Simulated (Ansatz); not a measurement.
# As2 (singlet): from Hartree-Fock to the top rungs, cc-pVTZ

An exercise on one series of results from a longer session: the logs are not shown, and one member is left open.

Computed with Ansatz 0.2.0, Gaussian basis. Level: cc-pVTZ, core rule «outside noble gas», up to 28 orbitals frozen.

To be run: UHF; CCSD(T) on RHF; CCSD(T) on UHF; BCCD(T) on RHF; CISD; CCSDT(Q) on RHF; CCSDT(Q) on UHF; CASSCF and MRCISD+Q, 10 electrons in 8 orbitals; CASSCF and NEVPT2, 10 electrons in 8 orbitals.

12 further runs of the same task are left out: 5 that didn't finish, 7 set aside as unsound or not needed. Runs told in other sessions of the task aren't counted.

## The system

The geometry is a PBE0/def2-TZVP stationary point (not a proven minimum). No spin-orbit coupling is included. The filled d shell of As may be among the frozen orbitals whatever the setting's name suggests.

2 atoms, charge 0, spin multiplicity 1.

Atoms are counted from 1 here; the program's logs count them from 0.

Bond lengths: As1–As2 2.089 Å.

Coordinates:

```xyz
2

As    0.0000    0.0000    0.0000
As    0.0000    0.0000    2.0890
```

The first run:

File in.yaml:

```yaml
crystal:
  periodic: [false, false, false]
  atoms:
    - {symbol: As, position_ang: [0.000000, 0.000000, 0.000000]}
    - {symbol: As, position_ang: [0.000000, 0.000000, 2.089000]}
basis:
  gaussian: {orbitals: cc-pVTZ}
magnetization: {spin_polarized: true, initial_magnetization: 0}
hamiltonian: {xc: hf}
output: {orbitals: {seedname: orbitals}}
```

The run is started by

```sh
$ ansatz run in.yaml --threads 1 --pin off --events-out ev --progress --plain --max-ram 2393MiB
```

Among the steps run: UHF; CCSD(T) on RHF; CCSD(T) on UHF; BCCD(T) on RHF; CISD; CCSDT(Q) on RHF; CCSDT(Q) on UHF; CASSCF and MRCISD+Q, 10 electrons in 8 orbitals; CASSCF and NEVPT2, 10 electrons in 8 orbitals.

One of the session's tables, all rows but one given; the rest of the session is left out.

| method | from RCCSDT(Q) (meV) |
| --- | --- |
| RHF | +7830.5 |
| RMP2 | +921.9 |
| UMP2 | +1617.2 |
| CISD | +1290.0 |
| RCCSD | +587.2 |
| UCCSD | +592.0 |
| RCCSD(T) | +74.5 |
| UCCSD(T) | +75.4 |
| BCCD(T) | +75.2 |
| RCCSDT | ? |
| UCCSDT | +63.1 |
| RCCSDT(Q) | 0 |
| UCCSDT(Q) | -5.7 |
| CASSCF valence | +5356.2 |
| NEVPT2 valence | +1096.6 |
| MRCISD valence | +519.3 |
| MRCISD+Q valence | +65.7 |

**Question.** Estimate the row for RCCSDT.

As computed: from RCCSDT(Q) (meV): +65.6. In the column «from RCCSDT(Q) (meV)» it lies between UCCSDT (+63.1) and MRCISD+Q valence (+65.7).

Left out of the table: UHF (another determinant or state than the rows shown).

Caveats from the session: The determinant of HF (⟨S²⟩ 0.94) is far from a pure spin state, so its energy mixes those of several spin states; that is harmless only where they are near-degenerate. Warnings: restricted reference is unstable; spin contamination; coupled cluster took another determinant than the lowest. Restricted and unrestricted rows rest on different reference determinants; a gap between their highest levels can come from leftover correlation error, from unlike frozen cores or from another state.
